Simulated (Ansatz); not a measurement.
# TcSe2 (R-3m) in Ansatz: further runs

One crystal, TcSe2, is run at these levels: PBEsol+U, r2SCAN+U; tasks: single point.

Program: Ansatz 0.2.0. These are calculated values, not measurements. Logs are shortened: lines on timing, memory, paths and dates and some standing lists are left out, and cuts for length are marked.

## 1. The structure

The structure is trigonal, space group R-3m (No. 166). Conventional cell: a = 3.857 Å, b = 3.857 Å, c = 17.491 Å, α = 90.00°, β = 90.00°, γ = 120.00°. Tc (site symmetry -3m) has 6 Se at 2.64 Å as nearest neighbours. Around Se (site symmetry 3m) lie 3 Tc at 2.64 Å.

The cell was built by a generator and needn't be a form met in nature.

## 2. Single point, PBEsol+U, collinear spin, ferromagnetic start

input.yaml reads:

```yaml
crystal:
  lattice:
    - [1.92841895, 1.1133732, 5.83033676]
    - [-1.92841895, 1.1133732, 5.83033676]
    - [0.0, -2.22674639, 5.83033676]
  atoms:
    - { symbol: Tc, position: [0.0, 0.0, 0.0], spin: 0.5 }
    - { symbol: Se, position: [0.252, 0.252, 0.252] }
    - { symbol: Se, position: [0.748, 0.748, 0.748] }
hamiltonian:
  xc: pbesol
  pseudopotentials: { kind: paw }
  hubbard: { sites: [{ species: Tc, l: d, u_eff: 3.0 }] }
magnetization:
  spin_polarized: true
kpoints:
  mp_grid: { grid: [6, 6, 6] }
scf:
  occupations: { method: gaussian, width: 0.05 }
output:
  forces: true
  stress: true
  eigenvalues: true
  write_density: true
  write_potential: true
  elf: true
  volumetric_format: npy
```

Potentials or basis: Ansatz PAW earlier set.

The run is started by

```bash
ansatz run input.yaml --threads 2 --pin off --max-ram 5632MiB --backend cpu --events-out ev --progress --plain --runs-dir out
```

Standard output:

```text
Warning: RAYON_NUM_THREADS=2 ignored (pool sized by the plan → 2); use --threads N
basis.fft_grid_basis auto: the FFT boxes are laid along the combinations [[1, -1, 0], [0, 1, 0], [0, -1, 1]] of the cell's own vectors, 3.857, 6.241 and 3.857 Å long. The dense box has 30×48×30 points. Along the cell's own vectors, as sized, it would have 48×48×48, 2.56 times as many. Of the 12 symmetry operations that the crystal satisfies within crystal.symmetry.tolerance (time reversal apart; of a slab, those that keep its plane) the dense box along the cell's own vectors carries 12, and the one as laid loses 8 of those. basis.fft_grid_basis: typed keeps the cell's own vectors: state it where this run's energies or levels are differenced outside the engine with another run's, or held beside a run that keeps those vectors. Those combinations have planes normal to reciprocal vector 3, as the cell's own vectors have. Each planar average written beside output.write_density, output.write_potential has a row for each plane of the box: 30. The volumetric files lie along those combinations, not along the cell's own vectors: a cube or XSF file states them, and fields.json those of NumPy files.
Tc: projections on atomic orbitals take those of the free atom [Ar 3d10] 4s2 4p6 4d5 5s2, of charge +0.00 (hamiltonian.pseudopotentials.projection_atoms); the dataset's partial waves leave at most 5.0e-5 of an orbital's norm unspanned inside its sphere
Se: projections on atomic orbitals take those of the free atom [Ar] 3d10 4s2 4p4, of charge +0.00 (hamiltonian.pseudopotentials.projection_atoms); the dataset's partial waves leave at most 2.3e-6 of an orbital's norm unspanned inside its sphere
Engine: ansatz 0.2.0, x86_64-unknown-linux-gnu
Pseudopotentials: kind: paw
Pseudopotential: Tc, paw, valence charge 15, recommended cutoff 500 eV (normal), Tc.paw.azcp
Pseudopotential: Se, paw, valence charge 16, recommended cutoff 420 eV (normal), Se.paw.azcp
Functional definition: PBEsol
  exchange = pbesol_x
  correlation = pbesol_c
Crystal: 3 atoms, lattice volume = 75.108 Å³
Basis set: ecut = 500 eV, 1881 PW (Γ), FFT grids on a1−a2, a2, −a2+a3, exchange–correlation on 60×96×60 points (8 copies of the dense FFT grid, shifted against one another)
Bands: 29, of which v1, the nominal top of the filled ones, is band 24 counted from 1 (23 counted from 0)
Symmetry: 12 space group operations
Space group: R-3m (ITA 166), of the structure as read, at distance tolerance 4.2e-5 Å
Magnetic group: BNS 166.97 (UNI 1327), of the structure as read, at distance tolerance 4.2e-5 Å
k-points: 32 of 216
Non-local potential: Tc, projectors of the file, l = 0: 3, l = 1: 3, l = 2: 2, l = 3: 2
Non-local potential: Se, projectors of the file, l = 0: 2, l = 1: 2, l = 2: 3, l = 3: 1
PAW form: soft (Blöchl's): semilocal exchange-correlation on the pseudo side does not see the compensation charge
PAW frozen core: Tc, regenerated for the run's functional, and the local potential with it (the file was generated under x = pbe(κ = 0.804, μ = 0.2195149727645171), c = pbe(β = 0.06672455060314922))
PAW frozen core: Se, regenerated for the run's functional, and the local potential with it (the file was generated under x = pbe(κ = 0.804, μ = 0.2195149727645171), c = pbe(β = 0.06672455060314922))
PAW one-centre angular grid: Tc, 590 points (default); XC on 64 Gauss nodes
PAW one-centre angular grid: Se, 590 points (default); XC on 64 Gauss nodes
Initial density: superposition of atomic densities (chi_scale 0.1, normalization cell, long waves kept (reshape's long-wave potential 0.04 eV rms))
Starting moments: Σ|m| = 0.5 μB on 1 of 3 sites
Initial wavefunctions: pseudopotential atomic-orbital guess
Functional: x = pbesol(κ = 0.804, μ = 0.12345679012345678), c = pbesol(β = 0.046)
SCF iter   1: F=—  HF=-16185.171104 eV  |F-HF|=—  |Δ(HF+E_count)|=         —  Δρ=6.37e-2 (↑5.95e-2 ↓6.37e-2)  dr2=3.12e1  dr2_m=1.91e-2  M=0.486 μB ∫|m|=0.489 μB  β_m=0.30  ethr=3.10e-3  ⟨swp⟩=5.7  Hψ=6842  notcnv=0
preconditioner: auto → Kerker (q_TF=auto, 2.523 Å⁻¹)  [metal: Δε(μ)=0.020 eV  Ē_g=7.934 eV  σ=0.050 eV  W_gap=0.22  n_scr=22 (ndim 8)  ℏωp=18.7 eV  f_vac=0.051  D(μ)=2.66/eV (n_scr^D=22)]
[... 20 lines left out ...]
SCF converged after 16 iterations
Magnetization: 2.9972 μB (24.9986 up, 22.0014 down)
Absolute magnetization: 3.3423 μB (∫|ρ↑−ρ↓|, with the PAW one-centre terms)
Spin contamination: 0.1029 ħ² per cell (⟨S²⟩ above its minimum at these occupations)
Per-site moments (μB) at R_I (Å): [(2.615838511112056, 1.0899836531799587), (-0.05829216545599449, 1.0899836531799587), (-0.05829216545599455, 1.0899836531799587)]
Free energy (F): -16183.658702 eV
Harris-Foulkes:  -16183.658702 eV  (|F-HF|=3.19e-8)
Internal energy: -16183.658548 eV  (E = F + TS)
E sigma→0 (E₀):  -16183.658625 eV
Entropy (-TS):   -0.000154 eV (-0.051 meV/atom)
Fermi energy:    9.156724 eV
--- Per-component energies (eV) ---
  E_band       = -1002.807486
  E_kinetic    = 854.256477
  E_local      = -7016.535989  (includes V_loc(G=0)·N_el)
  E_nonlocal   = -894.575222
  E_hartree    = 3116.033779
  E_xc         = -440.844629
  E_vxc        = -485.261080  (∫ρ·V_xc dr)
  E_hubbard    = 1.909954  (on-site DFT+U / exact-exchange correction)
  E_vhub       = -4.509609  (the Hubbard potential's part of the band-sum identity)
  E_paw        = -6956.569735  (= ΣΔE_a)
  E_vpaw       = 311.742275  (= ΣTr[D̂ρ^β])
  E_aug_tail   = -0.000437  (compensation charges beyond the density's cutoff)
  E_ewald      = -4849.576492
  E_core_change = 2.243745  (= ΣΔE_core)
  E_smearing   = -0.000154  (= −TS)
  E_closure    = -0.000000  (closes the sum)
  Σ components = -16183.658702   (vs F -16183.658702, Δ=0.00e0)
--- Forces (eV/Å), atoms counted from 1 ---
  atom   1  Tc     0.00000000    -0.00000000     0.00000000
  atom   2  Se     0.00000000     0.00000000     0.52918447
  atom   3  Se     0.00000000    -0.00000000    -0.52918447
  max |Σ_I F_I| component: 1.11e-16 eV/Å
--- Stress (GPa, compression-positive) ---
       -7.045644       0.000000       0.000000
        0.000000      -7.045644       0.000000
        0.000000       0.000000      -2.765024
  P = ⅓ Tr σ = -5.6188 GPa (-56.188 kbar)
--- Band table (eV; the first three rows and the last of 64) ---
  k-point 0 ↑: bands = ["-59.6542", "-38.5926", "-38.5926", "-38.5920", "-38.5920", "-38.5797", "-38.5797", "-38.5788", "-38.5788", "-38.5730", "-38.5729", "-31.7825", "-31.7361", "-31.7361", "-4.8162", "-3.2960", "2.8336", "3.8242", "3.8242", "5.0291", "5.0291", "6.5806", "8.5183", "8.5183", "9.1384", "10.8629", "10.8629", "12.9738", "13.1553"]
  k-point 1 ↑: bands = ["-59.6539", "-38.5924", "-38.5924", "-38.5921", "-38.5919", "-38.5798", "-38.5797", "-38.5788", "-38.5787", "-38.5729", "-38.5728", "-31.7812", "-31.7430", "-31.7377", "-4.5874", "-3.3508", "3.1248", "3.7702", "4.0711", "4.8412", "4.8956", "6.3584", "7.7596", "8.4369", "8.6911", "10.1236", "10.5775", "14.2061", "14.4667"]
  k-point 2 ↑: bands = ["-59.6534", "-38.5922", "-38.5920", "-38.5920", "-38.5916", "-38.5797", "-38.5797", "-38.5789", "-38.5789", "-38.5727", "-38.5727", "-31.7786", "-31.7567", "-31.7409", "-4.0698", "-3.4458", "3.2524", "3.9683", "4.3439", "4.6917", "4.9243", "6.0662", "6.6897", "7.6060", "7.7804", "10.0369", "10.4283", "14.2222", "15.5116"]
  k-point 31 ↓: bands = ["-57.7018", "-38.6024", "-38.6024", "-38.6019", "-38.6019", "-38.5895", "-38.5895", "-38.5894", "-38.5894", "-38.5840", "-38.5838", "-29.6532", "-29.6498", "-29.6498", "-4.4717", "-3.8017", "5.4634", "5.4634", "5.5766", "6.7725", "8.2569", "8.2569", "9.4589", "9.4589", "10.3136", "12.0958", "12.0958", "14.1655", "15.4828"]
Occupation matrices written to <dir>
```

Wall time 9.4 s (2 threads of Intel Xeon Platinum 8259CL at 2.50GHz (Skylake/Cascade Lake), shared host); peak memory 0.59 GiB.

Results:

- Free energy: -16183.6587 eV
- Pressure: -5.6 GPa
- Largest force: 0.529 eV/Å
- Band gap on the k mesh: 0.06 eV, indirect (least direct gap 0.34 eV)
- Net moment: 3.00 μB per cell
- Absolute moment: 3.34 μB per cell
- Site moments: Tc +2.62; Se -0.06 μB

Forces in eV/Å, atoms in the order of the input:
```
Tc   0.000  0.000  0.000
Se   0.000  0.000  0.529
Se   0.000  0.000 -0.529
```

Stress tensor (GPa, compression positive):
```
-7.05  0.00  0.00
 0.00 -7.05  0.00
 0.00  0.00 -2.77
```

Levels at points of the mesh, in eV from the valence-band top:
Spin up:
```tsv
k point	band 22	band 23	band 24	band 25	band 26	band 27	band 28	band 29
(0.00, 0.00, 0.00)	-2.56	-0.62	-0.62	0.00	1.72	1.72	3.84	4.02
(0.00, 0.00, -0.50)	-3.39	-2.61	-2.38	-2.01	0.98	1.32	5.24	5.56
(0.00, -0.50, -0.50)	-3.22	-2.98	-2.35	-1.61	1.93	1.99	3.78	4.64
(-0.50, -0.50, -0.50)	-2.32	-1.85	-0.87	-0.87	1.95	1.95	4.63	5.75
```
Spin down:
```tsv
k point	band 19	band 20	band 21	band 22	band 23	band 24	band 25	band 26
(0.00, 0.00, 0.00)	-3.75	-0.63	-0.63	-0.06	0.34	0.34	1.28	2.72
(0.00, 0.00, -0.50)	-3.52	-3.43	-2.32	-1.93	0.42	1.02	1.31	2.47
(0.00, -0.50, -0.50)	-3.34	-2.45	-2.29	-1.57	0.06	1.08	1.36	3.02
(-0.50, -0.50, -0.50)	-3.56	-2.37	-0.88	-0.88	0.32	0.32	1.18	2.96
```

Eigenvalues of the final occupation matrices:
```csv
site,spin,trace,eigenvalues
site 1,1,4.32,0.68 0.68 0.99 0.99 0.99
site 1,2,1.24,0.11 0.12 0.12 0.45 0.45
```

Caveat: the magnetic or orbital state may not be the lowest; the PAW data sets come from PBE, with cores solved anew for the run's functional, which leaves a small shift of forces and pressure. A k mesh can miss the band edges.

(Continued in part 2 of 2.)
